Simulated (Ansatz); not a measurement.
Cu, space group Cmcm: an equation of state with a fit, run with Ansatz's Python interface.

`cu_eos.py`:
```python
"""Energy against volume for Cu, with a fit."""

import logging
import sys
import warnings

import ansatz as az
import numpy as np
from pymatgen.analysis.eos import EOS

logging.basicConfig(stream=sys.stdout, format="%(name)s: %(message)s")
logger = logging.getLogger("calc")
logger.setLevel(logging.INFO)

vectors0 = np.array([
    [1.218464, -3.976378, 0.0],
    [1.218464, 3.976378, 0.0],
    [0.0, 0.0, 2.475496],
])
sites = [
    ("Cu", (0.133867, 0.866133, 0.25)),
    ("Cu", (0.866133, 0.133867, 0.75)),
]


def on_lattice(cell):
    crystal = az.Crystal(lattice=az.Lattice.of(cell))
    for symbol, position in sites:
        crystal = crystal.atom(symbol, position)
    return crystal

warnings.simplefilter("ignore", az.DeckWarning)

# uniform scaling of the cell
volumes, energies, pressures = [], [], []
for scale in np.linspace(0.92, 1.08, 7):
    cell = vectors0 * scale ** (1 / 3)
    model = (
        on_lattice(cell).calculation()
        .occupations(az.OccupationsMethod.FERMI_DIRAC, width=0.15)
        .functional("lda")
        .basis(500)  # cutoff of the orbital basis
        .kpoints(12, 12, 12)  # the mesh must be finer for metals
        .stress()
    )
    r = model.run().report
    volumes.append(abs(np.linalg.det(cell)) / len(sites))
    energies.append(r["free_energy_ev"] / len(sites))
    pressures.append(np.trace(r["stress_gpa"]) / 3)
    logger.info(f"V = {volumes[-1]:8.4f} A^3/atom  F = {energies[-1]:.5f} eV/atom  P = {pressures[-1]:8.3f} GPa")

for form in ["vinet", "murnaghan"]:
    fit = EOS(eos_name=form).fit(volumes, energies)
    logger.info(f"{form:18s} V0 {fit.v0:8.4f} A^3/atom  B0 {fit.b0_GPa:7.1f} GPa  B1 {fit.b1:5.2f}")
```

From its runs, with one value withheld:

| V (Å³/atom) | F less the lowest row shown (meV/atom) |
| --- | --- |
| 11.034 | 7.21 |
| 11.354 | 0.00 |
| 11.674 | 2.77 |
| 11.994 | 13.97 |
| 12.314 | 32.29 |
| 12.634 | 56.61 |
| 12.953 | ? |

What is the missing energy at 12.953 Å³ an atom?

A third-order Birch-Murnaghan fit, E = E0 + (9 V0 B0 / 16) [(t - 1)³ B' + (t - 1)² (6 - 4t)] with t = (V0/V)^(2/3), through the 6 rows shown gives V0 = 11.418 Å³, B0 = 172.1 GPa, B' = 5.01 and E0 = -0.19 meV. At V = 12.953 Å³, t = 0.91931, and the fit extrapolates to 86.01 meV. The run gave 85.99 meV, a miss of 0.01 meV.

The run is spin-unpolarised. Shape and fractional positions are held along the curve, so the bulk modulus is an upper value where they are free to relax. For a metal this k-point mesh is coarse: on a finer one energies can move by several to tens of meV an atom and pressures by half a GPa or more, differences at one mesh by less. Pressure is positive in compression. At these settings the cell as given stands under about -7 GPa, so it isn't at this functional's equilibrium volume. This isn't the structure that Cu takes at ambient conditions. Timing: 58 s on 1 thread of Intel(R) Xeon(R) Processor @ 2.30GHz, on a shared host, peak memory 0.72 GiB.
